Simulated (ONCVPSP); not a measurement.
# Pseudopotential generation for F: ONCV, PBE

Do these settings give a usable potential? It is generated, then checked for transferability, scattering, ghosts and hardness.

Method: ONCVPSP 4.0.1, PBE, scalar-relativistic.

### 1 Settings

Typed settings, in words:

```
element                 : fluorine (F, Z = 9)
type                    : optimised norm-conserving Vanderbilt (ONCV)
frozen core             : [He]
valence charge          : 7
reference configuration : 2s2 2p5
partial waves           : 2s: rc 0.55 bohr, ncon 4, nbas 7, qcut 11.2 1/bohr, 2 projectors, debl 0.5 Ha; 2p: rc 0.95 bohr, ncon 5, nbas 8, qcut 16.5 1/bohr, 3 projectors, debl 3.8 Ha; d scattering state at 0.42 Ha: rc 0.90 bohr, ncon 5, nbas 9, qcut 9.3 1/bohr, 1 projector
local potential         : polynomial inside 0.50 bohr (lpopt 5, dvloc0 0 Ha)
core correction         : not asked for
```

### 2 The generation run

F.dat reads:

```
# ATOM AND REFERENCE CONFIGURATION
# atsym  z   nc   nv     iexc    psfile
  F 9.00    1    2        4      upf
#
#   n    l    f
    1    0    2.00
    2    0    2.00
    2    1    5.00
#
# PSEUDOPOTENTIAL AND OPTIMIZATION
# lmax
    2
#
#   l,   rc,      ep,       ncon, nbas, qcut
    0    0.55    0.00    4    7   11.20
    1    0.95    0.00    5    8   16.50
    2    0.90    0.42    5    9    9.30
#
# LOCAL POTENTIAL
# lloc, lpopt,  rc(5),   dvloc0
    4    5    0.50    0.00
#
# VANDERBILT-KLEINMAN-BYLANDER PROJECTORs
# l, nproj, debl
    0    2    0.50
    1    3    3.80
    2    1    0.50
#
# MODEL CORE CHARGE
# icmod, fcfact, rcfact
    0    0.00    0.00
#
# LOG DERIVATIVE ANALYSIS
# epsh1, epsh2, depsh
   -3.00    5.00    0.02
#
# OUTPUT GRID
# rlmax, drl
    6.00    0.01
#
# TEST CONFIGURATIONS
# ncnf
    4
# nvcnf
#   n    l    f
    2
    2    0    2.00
    2    1    4.00
#
    2
    2    0    2.00
    2    1    3.00
#
    2
    2    0    2.00
    2    1    2.00
#
    2
    2    0    1.00
    2    1    5.00
#
```

Started as:

```
$ oncvpsp.x < F.dat > F.out
```

What does the calculation give? Wanted: cutoffs for 1 and 0.1 mHa per electron, occupied waves; bound ghosts; GHOST(+) flags; largest test error; largest phase difference near zero energy, channels read; projector energies reset by the program.

As calculated:

| quantity | value |
| --- | --- |
| cutoffs for 1 and 0.1 mHa per electron, occupied waves | 218 Ha and 399 Ha |
| bound ghosts | s at -491.86 eV |
| GHOST(+) flags | s at 7960 eV |
| largest test error (AE − PS) | +120 meV, for 2s2 2p2 |
| largest phase difference near zero energy, channels read | 0.000 rad |
| projector energies reset by the program | s: -1.099, 0.250 Ha |

A bound ghost (s) makes it unfit for use: electrons can fall into a state that the atom doesn't have. By total energies transferability is fair for so large an energy: the largest error is 120 meV on 118.4 eV, for 2s2 2p2. That test lies far up in energy; among those under 40 eV, nearer to bonding, the largest error is 10 meV. The potential is very hard: the looser tolerance needs 218 Ha. At the looser tolerance the 2s wave is the slowest; 2p needs 83 Ha. Near zero energy the phases of the channels with partial waves agree within 0.001 rad. The program also flags highly localised states, GHOST(+) (s). These are tests on the free atom; a crystal test is still owed.
